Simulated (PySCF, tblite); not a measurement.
# C₅H₉BO₂: geometry, infrared bands and NMR shifts

Aim: predict the infrared bands and NMR shifts of C₅H₉BO₂ (`C=CC(=C)CB(O)O`).

Computed with tblite 0.8.0 and PySCF 2.14.0, with density-fitted response routines of our own, on a single molecule in the gas phase. Atoms count from 0, in the outputs and in this text.

## (1) The starting structure

17 atoms, charge 0, multiplicity 1; geometry from: force field or distance geometry start.

Bonds of the start (Å): C0–C1 1.31, C1–C2 1.45, C2–C3 1.32, C2–C4 1.49, C4–B5 1.60, B5–O6 1.48, B5–O7 1.47, C0–H8 1.09, C0–H9 1.08, C1–H10 1.09, C3–H11 1.09, C3–H12 1.09, C4–H13 1.12, C4–H14 1.13, O6–H15 0.99, O7–H16 0.97.

## (2) Geometry optimisation with GFN2-xTB

What the job is given:

```
{"job": {"kind": "relax", "xc": "GFN2-xTB", "basis": "xTB"}, "charge": 0, "multiplicity": 1}
C      1.868000     1.151900    -0.203500
C      1.820100    -0.043500     0.338600
C      0.624200    -0.631500     0.922000
C      0.708100    -1.846400     1.438700
C     -0.697000     0.055500     0.951900
B     -1.253100     0.420900    -0.506500
O     -1.815700     1.782100    -0.671600
O     -2.085700    -0.619800    -1.119200
H      0.990200     1.797700    -0.269600
H      2.770600     1.566600    -0.618100
H      2.735000    -0.627500     0.374000
H     -0.195500    -2.277300     1.868300
H      1.653400    -2.391200     1.457600
H     -1.453700    -0.561800     1.491800
H     -0.636800     1.018700     1.531900
H     -2.064500     1.911000    -1.619700
H     -2.974600    -0.693400    -0.727100
```

Started as:

```bash
$ OMP_NUM_THREADS=1 python probes_run.py task.json out
```

The driver reads the jobs from task.json and runs them one after another.

**Question.** This job is followed by: GFN2-xTB harmonic vibrations, gas phase; GIAO PBE0/pcSseg-1 NMR shielding, non-relativistic, gas phase. What will the session give for the following? strongest single infrared mode (GFN2-xTB); zero-point energy (GFN2-xTB); ¹³C shifts against TMS (PBE0/pcSseg-1); ¹H shifts against TMS (PBE0/pcSseg-1, means over atoms taken as alike); ¹¹B shifts against BF3·OEt2 (PBE0/pcSseg-1); ¹⁷O shifts against H2O (PBE0/pcSseg-1, means over atoms taken as alike).

The runs gave:

| quantity | value |
| --- | --- |
| strongest single infrared mode (GFN2-xTB) | 1233 cm⁻¹, 439 km/mol |
| zero-point energy (GFN2-xTB) | 84.0 kcal/mol |
| ¹³C shifts against TMS (PBE0/pcSseg-1) | 156.1, 147.2, 123.3, 121.6, 25.0 ppm |
| ¹H shifts against TMS (PBE0/pcSseg-1, means over atoms taken as alike) | 6.68, 5.59, 5.53, 5.23, 5.22, 4.44, 1.92 ppm |
| ¹¹B shifts against BF3·OEt2 (PBE0/pcSseg-1) | 28.4 ppm |
| ¹⁷O shifts against H2O (PBE0/pcSseg-1, means over atoms taken as alike) | 119.0 ppm |

In words: Relaxing lowered the energy by 1.586 eV in 149 steps; the close pair that moved most is B5–O6, from 1.482 to 1.347 Å. No mode is imaginary among the 45: a minimum at this level. The strongest single mode, at 1233 cm⁻¹, moves mainly B5. GFN2-xTB is a fitted tight-binding method: band positions and strengths are rough. Its intensities can rank the bands wrongly. The most deshielded hydrogen is H10 (hydrogen on an alkene CH), at 6.68 ppm: olefinic region. At PBE0/pcSseg-1: Shielding is most anisotropic at C2 (span 248 ppm, paramagnetic term -231 ppm).
